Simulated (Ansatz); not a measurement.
# Cl2F3Ta: the cost of one run

Program: Ansatz 0.2.0. Level of theory: RKS BLYP/def2-SVP. These are calculated values, not measurements.

### 1 The system as given

Bond lengths: Ta1–F2 1.930 Å, Ta1–Cl3 2.470 Å, Ta1–F4 1.930 Å, Ta1–Cl5 2.470 Å, Ta1–F6 1.930 Å. Angles: F2–Ta1–Cl3 90.0°, F2–Ta1–F4 90.0°, F2–Ta1–Cl5 120.0°, F2–Ta1–F6 120.0°, Cl3–Ta1–F4 180.0°, Cl3–Ta1–Cl5 90.0°, Cl3–Ta1–F6 90.0°, F4–Ta1–Cl5 90.0°, F4–Ta1–F6 90.0°, Cl5–Ta1–F6 120.0°.

As a file:

```xyz
6

Ta    0.0000    0.0000    0.0000
F     1.9300    0.0000    0.0000
Cl    0.0000    0.0000    2.4700
F     0.0000    0.0000   -1.9300
Cl   -1.2350    2.1390    0.0000
F    -0.9650   -1.6714    0.0000
```

### 2 Relaxing the start

Input file input.yaml:

```yaml
crystal:
  periodic: [false, false, false]
  atoms:
    - { symbol: Ta, position_ang: [0.0, 0.0, 0.0] }
    - { symbol: F, position_ang: [1.93, 0.0, 0.0] }
    - { symbol: Cl, position_ang: [0.0, 0.0, 2.47] }
    - { symbol: F, position_ang: [0.0, 0.0, -1.93] }
    - { symbol: Cl, position_ang: [-1.235, 2.139, 0.0] }
    - { symbol: F, position_ang: [-0.965, -1.6714, 0.0] }
basis:
  gaussian: { orbitals: def2-SVP }
hamiltonian:
  xc: blyp
relax:
  f_tol: 0.02
  max_steps: 40
```

The run is started by

```sh
$ ansatz run input.yaml --threads 2 --pin off --max-ram 3072MiB --backend cpu --events-out ev --progress --plain --runs-dir out
```

Q: Estimate wall time and peak memory on 2 threads of Arm Neoverse V1, shared host.

About 20 s, with a peak of 0.16 GiB.
